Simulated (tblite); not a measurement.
# C6H12ClFO: the cost of one run

Programs: tblite 0.8.0 and PySCF 2.14.0, with density-fitted response routines of our own. Each step states its level of theory. These are calculated values for one molecule in the gas phase, unless marked as measured. Atoms are numbered from 0 throughout.

### Step 1. The starting structure

21 atoms, charge 0, multiplicity 1; geometry from: force field or distance geometry start.

Bonds of the start (Å): C0–O1 1.44, O1–C2 1.45, C2–C3 1.53, C2–C4 1.55, C4–Cl5 1.78, C2–C6 1.55, C6–C7 1.51, C6–F8 1.38, C0–H9 1.08, C0–H10 1.08, C0–H11 1.10, C3–H12 1.11, C3–H13 1.09, C3–H14 1.09, C4–H15 1.09, C4–H16 1.10, C6–H17 1.09, C7–H18 1.09, C7–H19 1.10, C7–H20 1.10.

### Step 2. Geometry optimisation with GFN2-xTB

What the job is given:

```
{"job": {"kind": "relax", "xc": "GFN2-xTB", "basis": "xTB"}, "charge": 0, "multiplicity": 1}
C      1.751100    -1.257100    -0.607900
O      0.957900    -0.125900    -1.002300
C      0.155300     0.493000     0.032700
C      1.037100     1.045100     1.154200
C     -0.510400     1.684000    -0.712900
Cl    -1.653800     2.652600     0.245100
C     -0.928900    -0.459600     0.606400
C     -1.789900    -1.153700    -0.424900
F     -0.305300    -1.443400     1.342500
H      2.314900    -1.572200    -1.476800
H      2.450900    -1.003300     0.180400
H      1.110700    -2.098700    -0.306400
H      1.506300     0.228500     1.736500
H      0.475400     1.634200     1.881000
H      1.845000     1.663100     0.760500
H     -1.048500     1.339800    -1.597800
H      0.265100     2.373600    -1.085500
H     -1.577100     0.059700     1.318400
H     -1.191500    -1.731800    -1.128900
H     -2.460400    -1.868900     0.071000
H     -2.412600    -0.441900    -0.985800
```

On the command line:

```
$ OMP_NUM_THREADS=1 python probes_run.py task.json out
```

This one command runs all jobs of the session in turn.

**Question.** How long does this first job take on 1 thread of Arm Neoverse N1, shared host, and how much memory does it need?

About 1.3 s, with a peak of 0.18 GiB.
